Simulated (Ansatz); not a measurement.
# MnAu (Pm-3m): comparison of functionals at one structure in Python

How far apart do the functionals lie for MnAu (Pm-3m) at one structure? A script is to give a comparison of functionals at one structure; the system is MnAu (Pm-3m).

All numbers are computed with Ansatz 0.2.0, driven from Python. The levels of theory stand in the script.

**1. The structure**

The structure is cubic, space group Pm-3m (No. 221). The conventional cell has a = 3.208 Å, b = 3.208 Å, c = 3.208 Å, α = 90.00°, β = 90.00°, γ = 90.00°. Mn (site symmetry m-3m) is surrounded by 8 Au at 2.78 Å. Au (site symmetry m-3m) is surrounded by 8 Mn at 2.78 Å.

The script holds or builds the structure itself.

**2. The script**

Contents of run_xc.py:

```python
import warnings

import ansatz as az
from ase import Atoms
from tabulate import tabulate

warnings.simplefilter("ignore", az.DeckWarning)

atoms = Atoms(
    ["Mn", "Au"],
    scaled_positions=[
        [0.5, 0.5, 0.5],
        [0.0, 0.0, 0.0],
    ],
    cell=[
        [3.207758, 0.0, 0.0],
        [0.0, 3.207758, 0.0],
        [0.0, 0.0, 3.207758],
    ],
    pbc=True,
)
atoms.set_initial_magnetic_moments([2.8, 0.0])
mnau = az.Crystal.from_ase(atoms)

calc = (
    mnau.calculation()
    .kpoints(8, center="gamma")
    .occupations("Fermi-Dirac", width=0.1)
    .pseudopotentials("paw")
    .spin("collinear")
    .stress()
)

rows = []
for value in ["pbesol", "lda", "blyp"]:
    r = calc.functional(value).run(threads=1).report
    rows.append((value, r["free_energy_ev"] / len(r["lattice"]["sites"]), r["n_iterations"], sum(r["stress_gpa"][i][i] for i in range(3)) / 3, r["magnetization_mub"], r["n_kpoints"]))

print(tabulate(rows, headers=["functional", "F/atom (eV)", "iterations", "P (GPa)", "moment (muB)", "k-points"], floatfmt=".4f", tablefmt="plain"))
```

**3. Running it**

Launch:

```
$ python run_xc.py
```

What it wrote:

```text
functional      F/atom (eV)    iterations    P (GPa)    moment (muB)    k-points
pbesol           -8437.8252            11    -6.0431          4.0654          35
lda              -8352.8218            11   -11.5979          3.9715          35
blyp             -8541.0673            11     7.1893          3.9603          35
```

It took 12 s on 1 thread of Arm Neoverse V2, shared host; peak memory 0.43 GiB.

Lines on the test bed's own set-up are left out of the output.

**4. What each run gave**

From the records of these 3 runs:

| run | functional | energy (eV/atom) | pressure (GPa) | moment (μB/cell) | SCF cycles | CPU time (s) |
| --- | --- | --- | --- | --- | --- | --- |
| 1 | pbesol | -8437.8252 | -6.04 | 4.07 | 11 | 3.7 |
| 2 | lda | -8352.8218 | -11.60 | 3.97 | 11 | 3.6 |
| 3 | blyp | -8541.0673 | 7.19 | 3.96 | 11 | 3.7 |

Energies are free energies F = E - TS of the smeared occupations. Totals hang on method, basis and potentials, so only like runs compare.

**5. Outcome**

| quantity | value |
| --- | --- |
| runs compared | 3 |
| pressure at this cell | -11.6 (lda) to 7.2 GPa (blyp) |

From lowest to highest: LDA (-11.6 GPa), PBEsol (-6.0 GPa) and BLYP (7.2 GPa). At a fixed cell a lower pressure usually means a smaller equilibrium volume, so LDA prefers the smallest cell and BLYP the largest. What to keep in mind:
- Other magnetic orders than the one started from may lie lower.
- For a metal this k-point mesh is coarse: on a finer one energies can move by several to tens of meV an atom and pressures by half a GPa or more, differences at one mesh by less.
- The overall sign of a collinear moment is arbitrary, and semilocal functionals can give small moments to compounds that are paramagnetic.
- Pressure is positive in compression.
- Spin-orbit coupling, which matters for elements this heavy, is left out.
- The structure comes from a database of computed cells and needn't be a stable or known phase.
- Total energies of different functionals can't be compared; pressures, moments and gaps at this one structure can.
